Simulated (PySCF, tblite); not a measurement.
# C₃H₄FSe radical: geometry, infrared bands and EPR parameters

Wanted: the infrared bands and EPR parameters of C₃H₄FSe radical (`F[C@@H]1[CH][Se]C1`), by calculation.

The runs use tblite 0.8.0 and PySCF 2.14.0, with density-fitted response routines of our own; the level of theory stands in each step. All values are computed, except where a source is named. Atoms count from 0, in the outputs and in this text.

## (1) The molecule as given

9 atoms, charge 0, multiplicity 2; geometry from: force field or distance geometry start.

Bonds of the start (Å): F0–C1 1.36, C1–C2 1.52, C2–Se3 1.94, Se3–C4 1.95, C4–C1 1.52, C1–H5 1.11, C2–H6 1.09, C4–H7 1.09, C4–H8 1.10.

## (2) Optimising the geometry with GFN2-xTB

Job settings and geometry (Å):

```
{"job": {"kind": "relax", "xc": "GFN2-xTB", "basis": "xTB"}, "charge": 0, "multiplicity": 2}
F      0.181300     1.289300    -1.165400
C      0.182900     0.648600     0.031900
C      1.136500    -0.534700     0.152100
Se    -0.042400    -1.472600    -1.070200
C     -0.954000    -0.333600     0.229800
H      0.279200     1.382700     0.862100
H      2.144800    -0.325600    -0.195500
H     -1.901000     0.084900    -0.121700
H     -1.013700    -0.732900     1.251700
```

On the command line:

```
OMP_NUM_THREADS=1 python probes_run.py task.json out
```

This one command runs all jobs of the session in turn.

Standard output:

```text
step      E/eV     max force
  0    -441.96882    3.567
  1    -442.25873    1.670
  2    -442.45864    0.841
  3    -442.54983    0.927
  4    -442.59313    0.776
  5    -442.62662    0.571
  6    -442.64593    0.653
  7    -442.67551    0.535
  8    -442.69966    0.460
  9    -442.71856    0.349
 10    -442.73648    0.457
 11    -442.75539    0.494
 12    -442.77953    0.414
 13    -442.80687    0.400
 14    -442.82335    0.459
 15    -442.83460    0.374
 16    -442.84707    0.291
 17    -442.85392    0.234
 18    -442.85785    0.270
 19    -442.86125    0.201
 20    -442.86549    0.176
 21    -442.86896    0.214
 22    -442.87280    0.186
 23    -442.87553    0.141
 24    -442.87743    0.109
 25    -442.87854    0.099
 26    -442.87973    0.098
 27    -442.88149    0.133
 28    -442.88330    0.125
 29    -442.88449    0.093
 30    -442.88517    0.088
 31    -442.88592    0.111
 32    -442.88707    0.164
 33    -442.88838    0.132
 34    -442.88908    0.072
 35    -442.88931    0.050
 36    -442.88945    0.043
 37    -442.88959    0.034
 38    -442.88969    0.016
 39    -442.88971    0.013
 40    -442.88973    0.010
```

Run time: 0.54 s. Hardware: 1 thread of Intel Xeon at 2.50GHz, shared host; peak memory 0.18 GiB.

Step by step: (not every step is listed)

| step | energy from step 0 (eV) | largest force (eV/Å) |
| --- | --- | --- |
| 0 | 0.0000 | 3.5674 |
| 1 | -0.2899 | 1.6695 |
| 2 | -0.4898 | 0.8405 |
| 3 | -0.5810 | 0.9273 |
| 4 | -0.6243 | 0.7764 |
| 5 | -0.6578 | 0.5708 |
| 6 | -0.6771 | 0.6529 |
| 7 | -0.7067 | 0.5351 |
| 8 | -0.7308 | 0.4600 |
| 10 | -0.7677 | 0.4574 |
| 12 | -0.8107 | 0.4139 |
| 14 | -0.8545 | 0.4589 |
| 16 | -0.8782 | 0.2911 |
| 18 | -0.8890 | 0.2698 |
| 20 | -0.8967 | 0.1764 |
| 22 | -0.9040 | 0.1857 |
| 24 | -0.9086 | 0.1087 |
| 26 | -0.9109 | 0.0982 |
| 28 | -0.9145 | 0.1245 |
| 30 | -0.9164 | 0.0878 |
| 32 | -0.9183 | 0.1639 |
| 34 | -0.9203 | 0.0716 |
| 35 | -0.9205 | 0.0504 |
| 36 | -0.9206 | 0.0431 |
| 37 | -0.9208 | 0.0345 |
| 38 | -0.9209 | 0.0157 |
| 39 | -0.9209 | 0.0135 |
| 40 | -0.9209 | 0.0101 |

Distances of close pairs at the start and the end, largest changes first:

| bond | before (Å) | after (Å) | change (Å) |
| --- | --- | --- | --- |
| C2–Se3 | 1.940 | 1.865 | -0.075 |
| C1–C2 | 1.524 | 1.485 | -0.040 |
| F0–C1 | 1.358 | 1.392 | +0.034 |
| Se3–C4 | 1.954 | 1.981 | +0.027 |
| C1–C4 | 1.515 | 1.532 | +0.017 |
| C1–H5 | 1.112 | 1.099 | -0.013 |
| C2–H6 | 1.087 | 1.074 | -0.013 |
| C4–H8 | 1.099 | 1.088 | -0.011 |

The next job starts from the end point, and lists it.

## (3) Infrared spectrum with GFN2-xTB

Job settings and geometry (Å):

```
{"job": {"kind": "ir", "xc": "GFN2-xTB", "basis": "xTB"}, "charge": 0, "multiplicity": 2}
F      0.073241     1.602486    -0.805823
C      0.224917     0.609992     0.158130
C      1.240543    -0.419832    -0.176958
Se     0.088624    -1.869215    -0.399514
C     -0.994190    -0.317834     0.187895
H      0.406899     1.162428     1.090513
H      2.163956    -0.256953    -0.701027
H     -1.748372    -0.045140    -0.547484
H     -1.442056    -0.459939     1.169089
```

Standard output:

```text
mode    cm-1     km/mol
  1      82.9      2.30
  2     345.1     34.51
  3     361.1      5.67
  4     437.3     21.07
  5     521.3     14.06
  6     638.0     14.53
  7     748.1      5.53
  8     793.8      8.11
  9     888.3     67.02
 10     975.2     37.08
 11    1031.7     18.47
 12    1064.0     11.99
 13    1128.7     26.66
 14    1156.9      9.03
 15    1212.5      1.79
 16    1278.9     16.76
 17    1397.7      7.19
 18    2872.4     39.30
 19    2996.9     10.49
 20    3008.1      5.29
 21    3112.1     13.14
```

It took 0.53 s on 1 thread of Intel Xeon at 2.50GHz, shared host; peak memory 0.18 GiB.

Which atoms move in the most intense modes:

| cm⁻¹ | km/mol | atoms |
| --- | --- | --- |
| 345 | 34.5 | H6 44 %, F0 27 % |
| 437 | 21.1 | H6 33 %, C2 25 %, Se3 12 %, C4 10 % |
| 888 | 67.0 | C1 27 %, H8 21 %, F0 20 %, H7 19 % |
| 975 | 37.1 | H6 32 %, C1 31 %, C4 11 % |
| 1032 | 18.5 | H5 35 %, C1 21 %, H8 15 %, H6 12 % |
| 1129 | 26.7 | H8 27 %, C2 23 %, C4 15 %, H6 15 % |
| 1279 | 16.8 | H5 85 % |
| 2872 | 39.3 | H5 93 % |

## (4) g tensor and hyperfine couplings: B3LYP/def2-TZVP-core+pcH-1

Same as in step 3 but for these lines:

```diff
@@ -1,2 +1,2 @@
-{"job": {"kind": "ir", "xc": "GFN2-xTB", "basis": "xTB"}, "charge": 0, "multiplicity": 2}
+{"job": {"kind": "epr", "basis": "pcH-1"}, "charge": 0, "multiplicity": 2}
 F      0.073241     1.602486    -0.805823
```

With the program's defaults for keys left out, this is: UKS B3LYP, def2-TZVP-core on Se, pcH-1 on C F H, non-relativistic, mean-field spin-orbit, GIAO.

Standard output:

```text
UKS, coarse grid
  cycle   1  E = -2618.01618273  |g| = 1.50e+00
  cycle   2  E = -2617.92422373  |g| = 8.82e-01
  cycle   3  E = -2617.99070263  |g| = 5.72e-01
  cycle   4  E = -2618.09613788  |g| = 1.16e-01
  cycle   5  E = -2618.10294836  |g| = 4.63e-02
  cycle   6  E = -2618.10383659  |g| = 1.19e-02
  cycle   7  E = -2618.10388985  |g| = 3.09e-03
  cycle   8  E = -2618.10389830  |g| = 1.99e-03
  cycle   9  E = -2618.10390036  |g| = 6.70e-04
UKS, final grid
  cycle   1  E = -2618.10397063  |g| = 8.61e-04
  cycle   2  E = -2618.10397004  |g| = 1.40e-03
  cycle   3  E = -2618.10397101  |g| = 8.28e-05
  cycle   4  E = -2618.10397102  |g| = 5.53e-05
  cycle   5  E = -2618.10397102  |g| = 3.21e-05
  cycle   6  E = -2618.10397102  |g| = 6.65e-06
E = -2618.10397102 Eh   <S^2> = 0.7553 (exact 0.7500)
g shifts (ppm)      1          2          3
  rmc          -188       -188       -188
  gc             36         15         46
  oz_so       -6597        993      34852
  total       -6736        824      34721
hyperfine (MHz)  atom isotope    a_iso     a_fc   dipolar eigenvalues
    0   19F     201.46     201.65    -68.43    -60.60    129.03
    1   13C      -6.08      -6.09     -2.38      0.54      1.84
    2   13C     144.19     141.36    -67.38    -65.51    132.90
    3  77Se      -9.59       8.05   -142.98   -104.00    246.98
    4   13C       5.80       5.58     -1.85     -0.71      2.56
    5    1H      55.80      55.75     -5.77     -2.29      8.06
    6    1H     -37.33     -37.83    -30.54     -2.62     33.16
    7    1H      -2.37      -2.36     -2.45     -1.34      3.80
    8    1H      -4.28      -4.29     -2.74     -1.70      4.44
```

Run time: 3.6 min. Hardware: 1 thread of Intel Xeon at 2.50GHz, shared host; peak memory 0.91 GiB.

Principal g values 1.99558, 2.00314, 2.03704; g(iso) = 2.01192, against 2.00232 for a free electron.

Hyperfine couplings, nucleus by nucleus at this fixed geometry (no averaging over rotations):

| nuclei | isotope | a(iso) (MHz) | a(iso) (G, at g = 2.0023) | largest dipolar term (MHz) |
| --- | --- | --- | --- | --- |
| F0 | 19F | 201.5 | 71.9 | 129.0 |
| C2 | 13C | 144.2 | 51.5 | 132.9 |
| H5 | 1H | 55.8 | 19.9 | 8.1 |
| H6 | 1H | -37.3 | -13.3 | 33.2 |
| Se3 | 77Se | -9.6 | -3.4 | 247.0 |
| C1 | 13C | -6.1 | -2.2 | -2.4 |
| C4 | 13C | 5.8 | 2.1 | 2.6 |
| H8 | 1H | -4.3 | -1.5 | 4.4 |
| H7 | 1H | -2.4 | -0.8 | 3.8 |

Mulliken spin populations:

| atom | value (e) |
| --- | --- |
| F0 | 0.02 |
| C1 | -0.03 |
| C2 | 0.81 |
| Se3 | 0.21 |
| C4 | 0.00 |
| H5 | 0.02 |
| H6 | -0.03 |
| H7 | 0.00 |
| H8 | 0.00 |

In first order the couplings over 0.8 MHz of 19F, 1H give 32 distinct lines over 107.5 G.

Orbitals, density, ELF and potential are computed afterwards from the orbital file.

ELF in a plane through or near 5 of the atoms.

Ten even steps from '0' (0.00) to '9' (0.99):
```
0000000000000000000000000000
0000000000000000000000000000
0000000000000000000000000000
0000000000000000000000000000
0000000000000000000000000000
0000000000000000000000000000
0000000000011220000000000000
0000000000034553100000000000
0000011111352727532210000000
0000268854697269656531000000
0000799996437344217742000000
0000699996126237556531000000
0000268865687237853210000000
0000012212562542641000000000
0000000001342553642000000000
0000000001366447742000000000
0000000000267888731000000000
0000000000145776410000000000
0000000000001221000000000000
0000000000000000000000000000
```
The map spans 9.7 Å across and 9.0 Å up, centred on the molecule. Atoms in the plane (x, y in Å): C1 (-0.2, 0.6), C2 (-1.2, -0.5), Se3 (0.0, -1.9), C4 (1.0, -0.2), H6 (-2.2, -0.5).

log10 of the density (e/Å³) in the same plane.

Ten even steps from ' ' (-4.0) to '@' (1.5):
```
                                                        
                                                        
                                                        
                    ..::::::::....                      
                ..::::--------::::..                    
              ..::--====++++====--::::..                
            ..::--====++******++==------::....          
        ..::::----==++**######**++======--::::..        
      ..::----====++**####@@####****++++==--::::        
    ....--==++++******####%%########****++==--::..      
    ..::====**######@@%%##**####@@%%##**++==--::..      
    ..::--==**######@@####****######****++==--::..      
    ..::--==++++****##############**++++==--::..        
      ..::--====++++**####@@@@##**++++==--::....        
        ....::--====++**##@@@@##**++==--::::            
            ..::--==++****####****++==--::..            
            ....::--==++++****++++==----..              
              ..::::--====++++====----::..              
                ....::::--------::::....                
                    ....::::::::......                  
```
The map spans 9.7 Å across and 9.0 Å up, centred on the molecule. Atoms in the plane (x, y in Å): C1 (-0.2, 0.6), C2 (-1.2, -0.5), Se3 (0.0, -1.9), C4 (1.0, -0.2), H6 (-2.2, -0.5).

On the surface of density 0.002 e/bohr³ the electrostatic potential runs, from the 1st to the 99th percentile, from -1.05 V near F0 to 1.07 V near H8.

The spin density lies nearest to C2 56 %; Se3 26 %; H6 7 %.

## (5) Summary of results

| quantity | value |
| --- | --- |
| strongest single infrared mode (GFN2-xTB) | 888 cm⁻¹, 67 km/mol |
| zero-point energy (GFN2-xTB) | 37.2 kcal/mol |
| g(iso) (B3LYP) | 2.01192 |
| ⟨S²⟩ | 0.755 (exact 0.75) |
| largest a(iso) | 19F on F0, 201.5 MHz |
| surface potential, 1st and 99th percentile | -1.05 V and 1.07 V |

The optimisation took 40 steps and gained 0.921 eV; among the close pairs (by a distance rule), C2–Se3 changed most, from 1.940 to 1.865 Å. No mode is imaginary among the 21: a minimum at this level. The strongest single mode, at 888 cm⁻¹, has its largest shares on C1, H8, F0 and H7 (the list is cut at 4 atoms). GFN2-xTB is a fitted tight-binding method: band positions and strengths are rough. Its intensities can rank the bands wrongly. Most of the unpaired spin sits on C2 (0.81 e). The isotropic g lies 9.6 ppt above the free-electron value. The hyperfine terms hold no scalar relativity, which the heavier nuclei need.
